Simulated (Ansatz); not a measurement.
# TePt: the cost of one run

Computed with Ansatz 0.2.0 (DFT PBEsol, scalar-relativistic, plane waves, PAW, unless a step's input says otherwise).

The COD entry's cell or inner coordinates are ideal or old and differ from later refinements, so a difference from it is no clean test against experiment.

1 further run of the same task is left out (set aside as unsound or not needed).

**1. Starting point**

Symmetry: R-3m, No. 166, trigonal system. Conventional cell: a = 3.964 Å, b = 3.964 Å, c = 19.834 Å, α = 90.00°, β = 90.00°, γ = 120.00°. Te (site symmetry 3m) has 3 Pt at 2.60 Å as nearest neighbours. Pt (site symmetry 3m) has 3 Te at 2.60 Å and 3 Pt at 2.71 Å as nearest neighbours.

As a file:

```cif
data_structure
_symmetry_space_group_name_H-M 'P 1'
_symmetry_Int_Tables_number 1
_cell_length_a 6.9963
_cell_length_b 6.9963
_cell_length_c 6.9963
_cell_angle_alpha 32.911
_cell_angle_beta 32.911
_cell_angle_gamma 32.911
_cell_volume 89.95
loop_
_atom_site_label
_atom_site_type_symbol
_atom_site_fract_x
_atom_site_fract_y
_atom_site_fract_z
_atom_site_occupancy
Te1 Te 0.59847 0.59847 0.59847 1
Te2 Te 0.40153 0.40153 0.40153 1
Pt1 Pt 0.86982 0.86982 0.86982 1
Pt2 Pt 0.13018 0.13018 0.13018 1
```

This cell was relaxed beforehand with the same method: volume 22.49 Å³/atom, gap on the mesh none (metal).

**2. The scan**

The energy is mapped over volume and the cell's shape.

First coordinate, volume per atom: 5 values from 20.69 to 24.29 Å³. Second coordinate, c/a of the conventional cell: 5 values from 4.436 to 5.645.

Nothing else is relaxed (fractional coordinates fixed). Energies count from the relaxed crystal. Points are written as (first, second).

**3. Grid point (20.69 Å³, 5.645)**

Contents of input.yaml:

```yaml
crystal:
  lattice:
    - [1.8515486852, 1.0689921319, 6.9684886317]
    - [-1.8515486852, 1.0689921319, 6.9684886317]
    - [0.0, -2.1379842637, 6.9684886317]
  atoms:
    - { symbol: Te, position: [0.5984717212, 0.5984717212, 0.5984717212] }
    - { symbol: Te, position: [0.4015282788, 0.4015282788, 0.4015282788] }
    - { symbol: Pt, position: [0.869823868, 0.869823868, 0.869823868] }
    - { symbol: Pt, position: [0.130176132, 0.130176132, 0.130176132] }
basis:
  ecutwfc: 420
kpoints:
  mp_grid: { grid: [15, 15, 15] }
hamiltonian:
  xc: pbesol
  pseudopotentials: { kind: paw, azcp: { folder: soft_1 } }
scf:
  occupations: { method: gaussian, width: 0.15 }
output:
  forces: true
  stress: true
  eigenvalues: true
```

The run is started by

```bash
> ansatz run input.yaml --threads 2 --pin off --max-ram 4096MiB --backend cpu --events-out ev --progress --plain --runs-dir out
```

What time and memory should one allow on 2 threads of Arm Neoverse N1, shared host?

About 55 s, with a peak of 0.93 GiB.
